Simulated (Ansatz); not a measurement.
# Si3SnO8: the cost of one run

Program: Ansatz 0.2.0. Linear response, PAW datasets, plane waves. Note: simulated data, non-magnetic, for a generated structure that need not be the stable one.

**1. The cell**

The cell was relaxed beforehand with r2SCAN.

Space group Cmmm (No. 65), orthorhombic; a = 6.020 Å, b = 6.210 Å, c = 5.647 Å in the conventional setting, 8.80 Å³ an atom. Around Sn lie 6 O at 1.99–2.02 Å; around Si lie 6 O at 1.78–1.83 Å; around O lie 2 Si at 1.83 Å and 1 Sn at 2.02 Å; around O lie 2 Si at 1.76–1.78 Å and 1 Sn at 1.99 Å; around Si lie 6 O at 1.76–1.90 Å.

As a file:

```cif
data_structure
_symmetry_space_group_name_H-M 'P 1'
_symmetry_Int_Tables_number 1
_cell_length_a 4.3245
_cell_length_b 4.3245
_cell_length_c 5.6472
_cell_angle_alpha 90.000
_cell_angle_beta 90.000
_cell_angle_gamma 88.225
_cell_volume 105.56
loop_
_atom_site_label
_atom_site_type_symbol
_atom_site_fract_x
_atom_site_fract_y
_atom_site_fract_z
_atom_site_occupancy
Sn1 Sn 0.50000 0.50000 0.00000 1
Si1 Si 0.00000 0.00000 0.73872 1
O1 O 0.17505 0.17505 0.00000 1
O2 O 0.82495 0.82495 0.00000 1
O3 O 0.70426 0.29574 0.72273 1
O4 O 0.29574 0.70426 0.72273 1
Si2 Si 0.50000 0.50000 0.50000 1
Si3 Si 0.00000 0.00000 0.26128 1
O5 O 0.19424 0.19424 0.50000 1
O6 O 0.80576 0.80576 0.50000 1
O7 O 0.70426 0.29574 0.27727 1
O8 O 0.29574 0.70426 0.27727 1
```

**2. Field response with r2SCAN**

Contents of input.yaml:

```yaml
crystal:
  lattice:
    - [3.1048833768, -3.0101726434, 0.0]
    - [3.1048833768, 3.0101726434, 0.0]
    - [0.0, 0.0, 5.6471684943]
  atoms:
    - { symbol: Sn, position: [0.5, 0.5, 0.0] }
    - { symbol: Si, position: [0.0, 0.0, 0.7387199016] }
    - { symbol: O, position: [0.1750482592, 0.1750482592, 0.0] }
    - { symbol: O, position: [0.8249517408, 0.8249517408, 0.0] }
    - { symbol: O, position: [0.7042584778, 0.2957415222, 0.7227292989] }
    - { symbol: O, position: [0.2957415222, 0.7042584778, 0.7227292989] }
    - { symbol: Si, position: [0.5, 0.5, 0.5] }
    - { symbol: Si, position: [0.0, 0.0, 0.2612800984] }
    - { symbol: O, position: [0.1942356109, 0.1942356109, 0.5] }
    - { symbol: O, position: [0.8057643891, 0.8057643891, 0.5] }
    - { symbol: O, position: [0.7042584778, 0.2957415222, 0.2772707011] }
    - { symbol: O, position: [0.2957415222, 0.7042584778, 0.2772707011] }
kpoints:
  mp_grid: { grid: [6, 6, 4] }
hamiltonian:
  xc: r2scan
scf:
  occupations: { method: fixed }
dielectric: {}
```

**Question.** How long does this run take on 1 × NVIDIA H100 80GB HBM3 with 2 threads of AMD EPYC 7R13 (Zen 3), shared host, and how much memory does it need?

About 47 s, with a peak of 3.4 GiB on the host.
